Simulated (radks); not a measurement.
# Bi⁺ inside a hard spherical wall

Aim: energy, levels and pressure of Bi⁺ as a wall, at which all orbitals vanish, closes in. The configuration stays [Hg] 6p2.

The numbers are computed with radks (a radial shooting solver on a logarithmic mesh, Libxc functionals) version 1 (scalar-relativistic Kohn-Sham, r2SCAN, spin-polarised, spherical densities, finite nucleus; open shells are filled with parallel spins first), except any that are marked as measured or tabulated.

**1. The atom as given**

```
element            : bismuth (Z = 83)
charge             : +1
electrons          : 82
configuration      : [Hg] 6p2
nuclear rms radius : 5.5211 fm
```

Outer shells as boxes (Hund's rule):

Bi⁺
```
[Hg] core
6p [↑ ][↑ ][  ]
```

**2. The free atom**

Input:

```text
Z 83
configuration [Hg] 6p2 7s0 5f0 6d0
relativity scalar-relativistic
functional r2scan,r2scan
spin polarised
nucleus finite rms 5.5211 fm
c 137.035999084
```

**3. Wall at 20 bohr**

Settings, as their differences from step 2:

```diff
@@ -6,2 +6,3 @@
 nucleus finite rms 5.5211 fm
+wall 20 bohr
 c 137.035999084
```

**4. Wall at 12 bohr**

Settings, as their differences from step 3:

```diff
@@ -6,3 +6,3 @@
 nucleus finite rms 5.5211 fm
-wall 20 bohr
+wall 12 bohr
 c 137.035999084
```

**5. Wall at 10 bohr**

Settings, as their differences from step 4:

```diff
@@ -6,3 +6,3 @@
 nucleus finite rms 5.5211 fm
-wall 12 bohr
+wall 10 bohr
 c 137.035999084
```

**6. Wall at 8 bohr**

Settings, as their differences from step 5:

```diff
@@ -6,3 +6,3 @@
 nucleus finite rms 5.5211 fm
-wall 10 bohr
+wall 8 bohr
 c 137.035999084
```

**7. Wall at 7 bohr**

Settings, as their differences from step 6:

```diff
@@ -6,3 +6,3 @@
 nucleus finite rms 5.5211 fm
-wall 8 bohr
+wall 7 bohr
 c 137.035999084
```

**8. Wall at 5 bohr**

Settings, as their differences from step 7:

```diff
@@ -6,3 +6,3 @@
 nucleus finite rms 5.5211 fm
-wall 7 bohr
+wall 5 bohr
 c 137.035999084
```

**9. Wall at 4 bohr**

Settings, as their differences from step 8:

```diff
@@ -6,3 +6,3 @@
 nucleus finite rms 5.5211 fm
-wall 5 bohr
+wall 4 bohr
 c 137.035999084
```

**10. Wall at 3 bohr**

Settings, as their differences from step 9:

```diff
@@ -6,3 +6,3 @@
 nucleus finite rms 5.5211 fm
-wall 4 bohr
+wall 3 bohr
 c 137.035999084
```

**11. Wall at 2 bohr**

Settings, as their differences from step 10:

```diff
@@ -6,3 +6,3 @@
 nucleus finite rms 5.5211 fm
-wall 3 bohr
+wall 2 bohr
 c 137.035999084
```

Q: Predict the outcome of this session. Wanted: for each run, R; E − E(free); ε(6p); ε(7s, empty); ε(6d, empty); ε(5f, empty); pressure.

The runs gave:

```csv
R (bohr),E − E(free) (eV),ε(6p) (eV),"ε(7s, empty) (eV)","ε(6d, empty) (eV)","ε(5f, empty) (eV)",pressure (GPa)
free,0.000,-12.354,-,-,-,0
20,0.000,-12.354,-,-,-,< 0.0001
12,0.000,-12.354,-4.103,-2.683,0.453,< 0.0001
10,0.001,-12.353,-3.921,-2.540,1.299,0.000827
8,0.016,-12.326,-3.139,-2.054,2.781,0.0354
7,0.081,-12.237,-1.997,-1.414,3.942,0.228
5,1.871,-10.762,7.008,3.307,8.746,10.1
4,9.195,-6.689,24.147,12.237,14.984,81.5
3,52.633,10.034,77.714,41.018,30.721,955
2,451.42,108.43,310.18,171.23,91.486,24041
```

What this shows: Eigenvalues are for spin up. At the tightest wall, 2 bohr, the energy stands 451.42 eV above the free atom and the pressure, −dE/dV, is 24041 GPa. Of the levels in the table that exist at both ends, 6p rises most from the free atom (120.78 eV). From R = 3 bohr inwards the highest occupied level lies above zero, pushed up by confinement. Shells are not refilled when levels cross, and a hard wall is a model, not a crystal.
